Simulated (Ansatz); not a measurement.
# MgSc (Pm-3m): convergence test of the plane-wave cutoff, by script

How high a cutoff does MgSc (Pm-3m) need? The task is a convergence test of the plane-wave cutoff, for MgSc (Pm-3m).

Program: Ansatz 0.2.0, driven from Python. Level of theory: DFT LDA, plane waves, PAW. These are calculated values, not measurements.

## 1. Starting point

Symmetry: Pm-3m, No. 221, cubic system. The conventional cell has a = 3.596 Å, b = 3.596 Å, c = 3.596 Å, α = 90.00°, β = 90.00°, γ = 90.00°. Mg (site symmetry m-3m) has 8 Sc at 3.11 Å as nearest neighbours. Around Sc (site symmetry m-3m) lie 8 Mg at 3.11 Å.

No structure file is read: the coordinates are typed or built in the script.

## 2. The code

The input, ecut.py:

```python
"""Convergence of MgSc with the plane-wave cutoff."""

import warnings

import ansatz as az
import matplotlib.pyplot as plt

warnings.simplefilter("ignore", az.DeckWarning)

crystal = (
    az.Lattice.from_parameters(3.596451, 3.596451, 3.596451, alpha=90.0, beta=90.0, gamma=90.0)
    .atom("Mg", [0.0, 0.0, 0.0])
    .atom("Sc", [0.5, 0.5, 0.5])
)

calc = (
    crystal.calculation()
    .functional("LDA")
    .kpoints(mesh=(6, 6, 6))
    .occupations("cold", width=0.05)
    .stress()
)

rows = []
for value in [250, 325, 400, 475, 550]:
    report = calc.basis(value).run(threads=1).report
    rows.append((value, report["free_energy_ev"] / len(report["lattice"]["sites"]), report["n_iterations"], sum(report["stress_gpa"][i][i] for i in range(3)) / 3, report["n_pw"]))

print(" cutoff (eV)   F/atom (eV)    iterations       P (GPa)   plane waves")
for row in rows:
    print(f"{str(row[0]):>12s}  {row[1]:12.5f}  {row[2]:12d}  {row[3]:12.3f}  {row[4]:12d}")

# differences from the last row
for row in rows[:-1]:
    shift = 1000 * (row[1] - rows[-1][1])
    print(f"{row[0]}: {shift:+.2f} meV/atom" + ("  (within 1 meV)" if abs(shift) < 1 else ""))
plt.figure(figsize=(4.5, 3))
plt.plot([str(row[0]) for row in rows], [1000 * (row[1] - rows[-1][1]) for row in rows], "o-")
plt.xlabel("cutoff (eV)")
plt.ylabel("F - F(last) (meV/atom)")
plt.tight_layout()
plt.savefig("ecut.png", dpi=100)
```

## 3. The calls as engine input

The engine receives this input (first run):

```yaml
crystal:
  lattice:
    a: 3.596451
    b: 3.596451
    c: 3.596451
    alpha: 90.0
    beta: 90.0
    gamma: 90.0
  atoms:
    - { symbol: Mg, position: [0.0, 0.0, 0.0] }
    - { symbol: Sc, position: [0.5, 0.5, 0.5] }
basis:
  ecutwfc: 250.0
kpoints:
  mp_grid:
    grid: [6, 6, 6]
hamiltonian:
  xc: lda
scf:
  occupations:
    method: cold
    width: 0.05
output:
  stress: true
```

## 4. The run

On the command line:

```
> python ecut.py
```

**Question.** How fast does the energy converge with the cutoff (threshold 1 meV an atom)?

**Answer**, as computed:

| quantity | value |
| --- | --- |
| runs compared | 5 |
| last run but one, from the last | +0.10 meV/atom |
| within 5 meV/atom of the last run from | 400 |

Runs 1, 2: each has a cutoff under the recommended one, so what rests on them isn't a property of the system. From 400 eV on it stays within 1 meV an atom of the value at 550 eV; the first row (250 eV) is off by 286.9 meV and the last but one by 0.10 meV. The energy falls steadily, as expected when plane waves are added. The pressure moves from -3.43 to -3.46 GPa (the program's stress holds a Pulay correction, so it settles early). Spin is left out of this run. For a metal this k-point mesh is coarse: on a finer one energies can move by several to tens of meV an atom and pressures by half a GPa or more, differences at one mesh by less. Pressure is positive in compression. The structure comes from a database of computed cells and needn't be a stable or known phase. Shifts are counted from the last row, which is itself no proven limit.
